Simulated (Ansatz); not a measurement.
This script drives Ansatz's Python interface.

Script `c2h5isi.py`:
```python
"""Energy of C2H5ISi as one group turns about a bond."""

import warnings

import ansatz as az
from ase import Atoms

warnings.simplefilter("ignore", az.DeckWarning)

atoms = Atoms(["Si", "C", "C", "I", "H", "H", "H", "H", "H"], positions=[
    (-0.9281, 0.5581, -0.7662),
    (0.0108, -0.5742, 0.2139),
    (1.1611, -0.2985, 0.7753),
    (2.3003, -1.6772, 1.8797),
    (-0.2788, 1.9049, -0.8749),
    (-1.1636, 0.0835, -2.1496),
    (-2.2783, 0.7975, -0.1441),
    (-0.4037, -1.5332, 0.3036),
    (1.6689, 0.6927, 0.7452),
])

# start the scan from a relaxed geometry
first = (
    az.Crystal.molecule_from_ase(atoms).calculation()
    .basis(gaussian="def2-SVP")
    .functional("b3lyp")
    .relax(force_tolerance=0.02, max_steps=80)  # relax until the tolerances are met
)
atoms.positions = first.run().report["positions_ang"]

start = atoms.get_dihedral(2, 1, 0, 4)
energies = {}
for turn in range(0, 121, 15):
    turned = atoms.copy()
    turned.set_dihedral(2, 1, 0, 4, start + turn, indices=[0, 4, 5, 6])
    base = (
        az.Crystal.molecule_from_ase(turned).calculation()
        .basis(gaussian="def2-SVP")
        .functional("b3lyp")
    )
    energies[round((start + turn) % 360)] = base.run().report["free_energy_ev"]
floor = min(energies.values())
print("dihedral C2-C1-Si0-H4 (deg)   E - E(min) (kcal/mol)")
for angle, e in sorted(energies.items()):
    print(f"{angle:8d} {23.060548 * (e - floor):14.3f}  " + "#" * int(30 * (e - floor) / max(max(energies.values()) - floor, 1e-9)))
```

It is started by `python c2h5isi.py`. How long does it take on 1 thread of Arm Neoverse V1 (shared host), and how much memory does it need?

It took about 82 s, with a peak of 0.29 GiB, for 10 runs of the engine.

Running `python c2h5isi.py` prints:
```text
dihedral C2-C1-Si0-H4 (deg)   E - E(min) (kcal/mol)
       0          0.000
      15          0.215  ####
      30          0.730  ##############
      45          1.248  #########################
      60          1.474  ##############################
      75          1.282  ##########################
      90          0.792  ################
     105          0.292  #####
     120          0.072  #
```

What to keep in mind:
- The scan is rigid and the energies are electronic, in a modest basis. With rigid groups the curve can differ much from the relaxed path, the start wasn't checked as a minimum of this torsion, and equivalent turns needn't return to the same energy.
- def2 sets replace the cores of elements past krypton by effective core potentials.
- b3lyp holds the VWN-RPA fit, as in Gaussian; the form of ORCA and Turbomole is b3lyp5.

(A comment or docstring line of the script was reworded after the run, the code is as it ran.)
